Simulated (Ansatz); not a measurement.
Consider a scan of ordered alloys across composition of Ba-Sr mixtures (Ansatz's Python interface).

`alloy.py`:
```python
"""Mixing of Ba and Sr on the fcc lattice, after relaxing cells and atoms."""

from collections import Counter
import warnings

import ansatz as az
import numpy as np


def fcc(a_site, a):
    return (
        az.Lattice.fcc(a)
        .space_group(225)
        .atom(a_site, (0, 0, 0))
        .primitive()
    )

A_FIRST, A_LAST = 6.32, 6.08


def ground_state(name, crystal):
    calc = crystal.calculation()
    calc = calc.functional(az.Functional.R2SCAN)
    calc = calc.basis(23 * az.Ry, density_ratio=4)
    calc = calc.scf(max_iterations=80)
    calc = calc.initial_density(normalization="cell").kpoints(spacing=0.3)
    calc = calc.occupations("cold", width=0.05)
    calc = calc.band_table()
    calc = calc.relax(force_tolerance=0.03, max_steps=40, cell=True)
    return calc.run()

def relaxed_twice(name, crystal):
    # the second pass draws mesh and plane waves anew for the relaxed cell
    first = ground_state(name, crystal)
    again = az.Crystal(lattice=az.Lattice.of(first.lattice.cell_ang))
    for site in first.report["lattice"]["sites"]:
        again = again.atom(site["symbol"], site["position_frac"])
    return ground_state(name, again)


def volume_per_atom(outcome):
    return abs(np.linalg.det(outcome.lattice.cell_ang)) / len(outcome.lattice.sites)


def counts(outcome):
    return Counter(site.symbol for site in outcome.lattice.sites)


def main() -> None:
    warnings.simplefilter("ignore", az.DeckWarning)

    # ordered cells: the first k mixed sites take the second element
    phases = {}
    for k in range(4 + 1):
        a = A_FIRST + (A_LAST - A_FIRST) * k / 4
        cell = fcc("Ba", a).conventional().resolved()
        sites = [site.position for site in cell.sites if site.symbol == "Ba"]
        for position in sites[:k]:
            cell = cell.substitution("Sr", at=position, replaces="Ba")
        phases[f"Ba{4 - k}Sr{k}"] = cell.resolved()

    done = {name: relaxed_twice(name, crystal) for name, crystal in phases.items()}

    # x is the share of the second element on the mixed sites; both end members stand on this same lattice
    x = {name: counts(o)["Sr"] / (counts(o)["Ba"] + counts(o)["Sr"]) for name, o in done.items()}
    first, last = min(x, key=x.get), max(x, key=x.get)
    energy = {name: o.report["energy_sigma0_ev"] / len(o.lattice.sites) for name, o in done.items()}
    volume = {name: volume_per_atom(o) for name, o in done.items()}
    rows = []
    for name in sorted(done, key=x.get):
        line = lambda table: (1 - x[name]) * table[first] + x[name] * table[last]
        rows.append((name, x[name], 1000 * (energy[name] - line(energy)), volume[name], 100 * (volume[name] / line(volume) - 1)))
    print("      cell       x(Sr)  E_mix (meV/atom)  V (A^3/atom)  excess V (%)")
    for row in rows:
        print(f"{str(row[0]):>10}  {row[1]:10.3f}  {row[2]:+16.1f}  {row[3]:12.3f}  {row[4]:+12.2f}")


if __name__ == "__main__":
    main()
```

Do these ordered cells favour mixing or separation, and does the volume follow a straight line between the end members?

Mixing energies: +0 meV an atom at x(Sr) = 0.25 (volume +0.0 % off the straight line), -2 meV an atom at x(Sr) = 0.50 (volume -0.9 % off the straight line) and -2 meV an atom at x(Sr) = 0.75 (volume -1.7 % off the straight line). Values this small can change sign on a finer mesh.

What the script printed:

Running `python alloy.py` prints:
```text
      cell       x(Sr)  E_mix (meV/atom)  V (A^3/atom)  excess V (%)
    Ba4Sr0       0.000              +0.0        67.423         +0.00
    Ba3Sr1       0.250              -0.0        64.897         -0.02
    Ba2Sr2       0.500              -1.5        61.820         -0.93
    Ba1Sr3       0.750              -2.4        58.842         -1.75
    Ba0Sr4       1.000              +0.0        57.379         +0.00
```

These settings explore the input space; cutoff and mesh may be short of convergence. The cutoff lies under the one recommended for these potentials. For the metals among these phases the mesh is modest: differences between phases can be off by up to 40 meV an atom. These are small ordered cells, with both end members on the same lattice, which need not be their own; they aren't random solutions. Differences under about 40 meV an atom lie within the error of mesh and functional. The cells are prototypes set up for this calculation and needn't exist. The script silences the warnings on its input, which a real study should read. It ran for 4.1 min on 1 thread of Arm Neoverse V1 (shared host), peak memory 0.76 GiB.
